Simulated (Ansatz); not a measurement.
**COSeSi (SMILES c1[se]o[si]#1): single points off equilibrium**

How do the functionals fare away from a minimum? The structure is a structure displaced at random from a GFN2-xTB minimum.

Program: Ansatz 0.2.0, Gaussian basis. Level of theory: single points in def2-TZVPP. These are calculated values, not measurements.

Cores are frozen in the correlated methods. Filled d shells of the heavier atoms are correlated. B3LYP uses VWN-RPA correlation.

## (1) Where the work starts

SMILES `c1[se]o[si]#1`, 4 atoms, charge 0, spin multiplicity 1.

Atoms are counted from 1 here; the program's logs count them from 0.

Bond lengths: C1–Se2 1.848 Å, C1–Si4 2.078 Å, Se2–O3 1.669 Å, Se2–Si4 2.543 Å, O3–Si4 1.754 Å. Angles: Se2–C1–Si4 80.5°, C1–Se2–O3 94.8°, C1–Se2–Si4 53.7°, O3–Se2–Si4 43.3°, Se2–O3–Si4 95.9°, C1–Si4–Se2 45.8°, C1–Si4–O3 84.7°, Se2–Si4–O3 40.8°.

Geometry (Å):

```xyz
4
charge 0, multiplicity 1
C    -0.86370    0.99620   -0.40580
Se    0.48940    0.72270    0.82350
O     0.51620   -0.93550    0.63310
Si   -0.34750   -0.95690   -0.89280
```

## (2) CCSD(T)/def2-TZVPP

Input file run/in.yaml:

```yaml
crystal:
  periodic: [false, false, false]
  atoms:
    - {symbol: C, position_ang: [-0.863700, 0.996200, -0.405800]}
    - {symbol: Se, position_ang: [0.489400, 0.722700, 0.823500]}
    - {symbol: O, position_ang: [0.516200, -0.935500, 0.633100]}
    - {symbol: Si, position_ang: [-0.347500, -0.956900, -0.892800]}
basis:
  gaussian: {orbitals: def2-TZVPP}
correlation: {method: ccsd_t}
output: {forces: true}
```

The command line of these runs was not kept.

## (3) PBE0-D4/def2-TZVPP

run/in.yaml, as its differences from that of step 2:

```diff
@@ -9,3 +9,3 @@
   gaussian: {orbitals: def2-TZVPP}
-correlation: {method: ccsd_t}
-output: {forces: true}
+hamiltonian: {xc: pbe0, dispersion: d4}
+output: {forces: true, orbitals: {seedname: orbitals}}
```

## (4) wB97M-V/def2-TZVPP

run/in.yaml, as its differences from that of step 3:

```diff
@@ -9,3 +9,3 @@
   gaussian: {orbitals: def2-TZVPP}
-hamiltonian: {xc: pbe0, dispersion: d4}
-output: {forces: true, orbitals: {seedname: orbitals}}
+hamiltonian: {xc: {name: wB97M-V}}
+output: {forces: true}
```

## (5) r2SCAN-D4/def2-TZVPP

run/in.yaml, as its differences from that of step 4:

```diff
@@ -9,3 +9,3 @@
   gaussian: {orbitals: def2-TZVPP}
-hamiltonian: {xc: {name: wB97M-V}}
+hamiltonian: {xc: r2scan, dispersion: d4}
 output: {forces: true}
```

## (6) PBE-D4/def2-TZVPP

run/in.yaml, as its differences from that of step 5:

```diff
@@ -9,3 +9,3 @@
   gaussian: {orbitals: def2-TZVPP}
-hamiltonian: {xc: r2scan, dispersion: d4}
+hamiltonian: {xc: pbe, dispersion: d4}
 output: {forces: true}
```

## (7) B3LYP-D4/def2-TZVPP

run/in.yaml, as its differences from that of step 6:

```diff
@@ -9,3 +9,3 @@
   gaussian: {orbitals: def2-TZVPP}
-hamiltonian: {xc: pbe, dispersion: d4}
+hamiltonian: {xc: {name: B3LYP}, dispersion: d4}
 output: {forces: true}
```

## (8) r2SCANh-D4/def2-TZVPP

run/in.yaml, as its differences from that of step 7:

```diff
@@ -9,3 +9,3 @@
   gaussian: {orbitals: def2-TZVPP}
-hamiltonian: {xc: {name: B3LYP}, dispersion: d4}
+hamiltonian: {xc: {name: r2SCANh}, dispersion: d4}
 output: {forces: true}
```

(Steps that only read results are left out.)

Before running it: what results should come out? Wanted: energy less free atoms, CCSD(T)/def2-TZVPP; RMS force component; RMS force error; HOMO and LUMO, PBE0-D4; T1 diagnostic.

The runs gave:

```
                                  quantity                                                                                               value
energy less free atoms, CCSD(T)/def2-TZVPP                                                                                      -1156.6 kJ/mol
                       RMS force component                                                                2.144 to 2.342 eV/Å over the methods
                           RMS force error  PBE0-D4 0.186, wB97M-V 0.223, r2SCAN-D4 0.143, PBE-D4 0.318, B3LYP-D4 0.125, r2SCANh-D4 0.183 eV/Å
                    HOMO and LUMO, PBE0-D4                                                                                  -6.32 and -3.73 eV
                             T1 diagnostic                                                                                               0.028
```

What this shows: Against CCSD(T) the functionals' energies less atoms differ by -158.7 to -28.5 kJ/mol, PBE-D4 by -158.7 kJ/mol. A larger basis would deepen the CCSD(T) value, while the functionals are nearly converged already, so the order here is not reliable. For forces B3LYP-D4 does best and PBE-D4 worst. Frozen-core CCSD(T) forces in triple zeta carry basis errors of their own, and this is one geometry, so small gaps rank nothing. The T1 diagnostic is large here, over the usual mark for main-group molecules (transition-metal compounds often pass it harmlessly), so CCSD(T) itself may be off. The restricted Hartree–Fock reference is unstable towards an unrestricted one at one or more of these structures.
